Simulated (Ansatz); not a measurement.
# Al3BAs2: the cost of one run

Method: DFT PBE, scalar-relativistic, plane waves, PAW, in Ansatz 0.2.0.

1 further run of the same task is left out (it didn't finish).

## 1. The starting structure

It takes space group P6/mmm (No. 191, hexagonal). Conventional cell: a = 6.068 Å, b = 6.068 Å, c = 3.064 Å, α = 90.00°, β = 90.00°, γ = 120.00°. Al (site symmetry mmm) is surrounded by 2 As at 1.75 Å. B (site symmetry 6/mmm) is surrounded by 2 B at 3.06 Å and 12 Al at 3.40 Å. Around As (site symmetry -6m2) lie 3 Al at 1.75 Å.

Structure file:

```
Al B As
1.0
     6.06850    0.00000    0.00000
    -3.03425    5.25547    0.00000
     0.00000    0.00000    3.06401
Al B As
3 1 2
Direct
  0.50000 0.00000 0.50000
  0.00000 0.50000 0.50000
  0.50000 0.50000 0.50000
  0.00000 0.00000 0.00000
  0.33333 0.66667 0.50000
  0.66667 0.33333 0.50000
```

The cell is invented: random cell by space group and Wyckoff sites (P6/mmm, No. 191). The dimensions are guesses.

## 2. Probe: one point on a coarse mesh

input.yaml

```yaml
crystal:
  lattice:
    - [6.0684982, 0.0, 0.0]
    - [-3.0342491, 5.2554736, 0.0]
    - [0.0, 0.0, 3.06400648]
  atoms:
    - { symbol: Al, position: [0.5, 0.0, 0.5] }
    - { symbol: Al, position: [0.0, 0.5, 0.5] }
    - { symbol: Al, position: [0.5, 0.5, 0.5] }
    - { symbol: B, position: [0.0, 0.0, 0.0] }
    - { symbol: As, position: [0.33333333, 0.66666667, 0.5] }
    - { symbol: As, position: [0.66666667, 0.33333333, 0.5] }
basis:
  ecutwfc: 420
kpoints:
  mp_grid: { grid: [3, 3, 6] }
hamiltonian:
  xc: pbe
scf:
  occupations: { method: gaussian, width: 0.1 }
  lower_state_search: "off"
output:
  forces: true
  stress: true
  eigenvalues: true
```

Command:

```sh
> ansatz run input.yaml --threads 1 --pin off --max-ram 2560MiB --backend cpu --events-out ev --progress --plain --runs-dir out
```

Q: Estimate wall time and peak memory on 1 thread of Intel Xeon at 2.70GHz, shared host.

About 3.1 s, with a peak of 0.38 GiB.
